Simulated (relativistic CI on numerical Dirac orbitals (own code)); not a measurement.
# Mn³⁺: K-alpha emission multiplets

Aim: the K-alpha emission spectrum of Mn³⁺ in 4 surroundings, from the same atomic integrals.

The numbers are computed with relativistic CI on numerical Dirac orbitals (own code) version 1 (Dirac-Coulomb-Breit CI, KLI orbitals optimised for each configuration, model QED (radiative potential, 1s self-energy scaled to tabulated hydrogen-like ionisation energies), valence Slater integrals scaled by 0.8, multiplet model of X-ray emission after core ionisation), except any that are marked as measured or tabulated.

### 1 The system

* ion: Mn³⁺ (Mn IV)
* nuclear charge: 25
* electrons: 22
* configurations: [Ar] 3d4 → 1s 2s2 2p6 3s2 3p6 3d4 → [He] 2s2 2p5 3s2 3p6 3d4
* temperature: 80 K
* widths: Lorentz 1.8 eV, Gauss 0.6 eV
* surrounding 1: free ion
* surrounding 2: Td, 10Dq = -10000 cm⁻¹
* surrounding 3: Td, 10Dq = -11550 cm⁻¹
* surrounding 4: Td, 10Dq = -5200 cm⁻¹

### 2 Surrounding 1: free ion

The run's settings:

```ini
atom Mn  Z=25  charge=3  electrons=22
nucleus A=55  rms_radius_fm=3.7057
hamiltonian dirac-coulomb  breit=on  qed=on  c_scale=1
orbitals kli  potential=per-configuration
slater_scale 0.8
correlation none
mixing on
configurations
  [Ar] 3d4
  1s 2s2 2p6 3s2 3p6 3d4
  [He] 2s2 2p5 3s2 3p6 3d4
end
emission K-alpha T=80 lorentz=1.8 gauss=0.6
crystal_field free
```

### 3 Surrounding 2: Td, 10Dq = -10000

Settings: those of step 2 with these lines changed.

```diff
@@ -13,2 +13,2 @@
 emission K-alpha T=80 lorentz=1.8 gauss=0.6
-crystal_field free
+crystal_field Td 10Dq=-10000
```

### 4 Surrounding 3: Td, 10Dq = -11550

Settings: those of step 3 with these lines changed.

```diff
@@ -13,2 +13,2 @@
 emission K-alpha T=80 lorentz=1.8 gauss=0.6
-crystal_field Td 10Dq=-10000
+crystal_field Td 10Dq=-11550
```

### 5 Surrounding 4: Td, 10Dq = -5200

Settings: those of step 4 with these lines changed.

```diff
@@ -13,2 +13,2 @@
 emission K-alpha T=80 lorentz=1.8 gauss=0.6
-crystal_field Td 10Dq=-11550
+crystal_field Td 10Dq=-5200
```

(Steps that only read results are left out.)

Q: Predict the outcome of this session. Wanted: highest peak, first run; ground spin.

**Answer**, as computed:

| surrounding | ground S | centroid (eV) | spread (eV) | up to four highest peaks (% of the highest), eV |
| --- | --- | --- | --- | --- |
| 1: free | 2.00 | 5893.27 | 5.56 | 5885.6 (37), 5892.6 (24), 5897.6 (100) |
| 2: Td | 2.00 | 5893.59 | 5.37 | 5885.8 (42), 5897.6 (100) |
| 3: Td | 2.00 | 5893.59 | 5.37 | 5885.8 (42), 5897.6 (100) |
| 4: Td | 2.00 | 5893.59 | 5.37 | 5885.8 (42), 5892.6 (24), 5897.6 (100) |

| quantity | value |
| --- | --- |
| highest peak, first run | 5897.6 eV |
| ground spin (effective S from ⟨S²⟩) | 2.00 |

What this shows: The highest peak stays in place, within the step of the energy grid, in all surroundings. Photon energies are those of the free ion; lines in solids lie a few eV away.
